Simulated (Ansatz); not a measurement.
Ti3Se:

```xyz
4
Lattice="3.1974 0.0000 0.0000 -1.5987 2.7691 0.0000 0.0000 0.0000 7.9427" Properties=species:S:1:pos:R:3 pbc="T T T"
Se    0.0000    0.0000    0.0000
Ti    1.5987    0.9230    3.9714
Ti    0.0000    1.8460    6.1390
Ti    0.0000    1.8460    1.8038
```

The cell comes from a database or a generator and needn't be the stable form of this composition.

Base run:

```yaml
Program: Ansatz 0.2.0
Functional: PBE
Potentials_or_basis: Ansatz PAW
Cutoff: "420 eV (not typed: the program's choice for these potentials)"
k_mesh: 10 × 10 × 4
Occupations: fermi-dirac, width 0.05 eV
Spin: no spin polarisation
```

Its results: band gap on the k mesh none (metal or under the smearing width); pressure 0.1 GPa; largest force 0.021 eV/Å.

The run is repeated on the same cell with these changes: functional from PBE to PBEsol; spin from no spin polarisation to spin-orbit coupling, no magnetisation; potential files from those of the base run to others of the same set. What comes out?

Band gap on the k mesh none (metal or under the smearing width); pressure -4.4 GPa; largest force 0.096 eV/Å.

Several settings changed at once, so the effect can't be laid on one alone.

Caveats: the PAW data sets come from PBE, with cores solved anew for the run's functional, which leaves a small shift of forces and pressure (some runs).
